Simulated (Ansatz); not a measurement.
# Y4I: the cost of one run

Computed with Ansatz 0.2.0 (DFT PBE, scalar-relativistic, plane waves, PAW, unless a step's input says otherwise).

1 further run of the same task is left out (it didn't finish).

## 1. The structure to begin with

Symmetry: R-3m, No. 166, trigonal system. The conventional cell has a = 5.851 Å, b = 5.851 Å, c = 14.606 Å, α = 90.00°, β = 90.00°, γ = 120.00°. Y (site symmetry 2/m) has 2 I at 2.93 Å and 6 Y at 2.93 to 2.96 Å in its first shell of neighbours. Around Y (site symmetry -3m) lie 6 Y at 2.96 Å. I (site symmetry -3m) is surrounded by 6 Y at 2.93 Å.

Structure file:

```cif
data_structure
_symmetry_space_group_name_H-M 'P 1'
_symmetry_Int_Tables_number 1
_cell_length_a 5.9260
_cell_length_b 5.9260
_cell_length_c 5.9260
_cell_angle_alpha 59.167
_cell_angle_beta 59.167
_cell_angle_gamma 59.167
_cell_volume 144.36
loop_
_atom_site_label
_atom_site_type_symbol
_atom_site_fract_x
_atom_site_fract_y
_atom_site_fract_z
_atom_site_occupancy
Y1 Y 0.50000 0.50000 0.00000 1
Y2 Y 0.00000 0.50000 0.50000 1
Y3 Y 0.50000 0.00000 0.50000 1
Y4 Y 0.50000 0.50000 0.50000 1
I1 I 0.00000 0.00000 0.00000 1
```

A structure generator made this guess: random cell by space group and Wyckoff sites (R-3m, No. 166). Its size is a rough estimate.

## 2. A first look at the guess

input.yaml

```yaml
crystal:
  lattice:
    - [2.92558093, 1.68908494, 4.86876493]
    - [-2.92558093, 1.68908494, 4.86876493]
    - [0.0, -3.37816988, 4.86876493]
  atoms:
    - { symbol: "Y", position: [0.5, 0.5, 0.0] }
    - { symbol: "Y", position: [0.0, 0.5, 0.5] }
    - { symbol: "Y", position: [0.5, 0.0, 0.5] }
    - { symbol: "Y", position: [0.5, 0.5, 0.5] }
    - { symbol: I, position: [0.0, 0.0, 0.0] }
basis:
  ecutwfc: 420
kpoints:
  mp_grid: { grid: [6, 6, 6] }
hamiltonian:
  xc: pbe
scf:
  occupations: { method: gaussian, width: 0.1 }
  lower_state_search: "off"
output:
  forces: true
  stress: true
  eigenvalues: true
```

The run is started by

```
> ansatz run input.yaml --threads 1 --pin off --max-ram 2560MiB --backend cpu --events-out ev --progress --plain --runs-dir out
```

**Question.** How long does this run take on 1 thread of Intel Xeon Platinum 8488C (Sapphire Rapids), shared host, and how much memory does it need?

About 6.2 s, with a peak of 0.51 GiB.
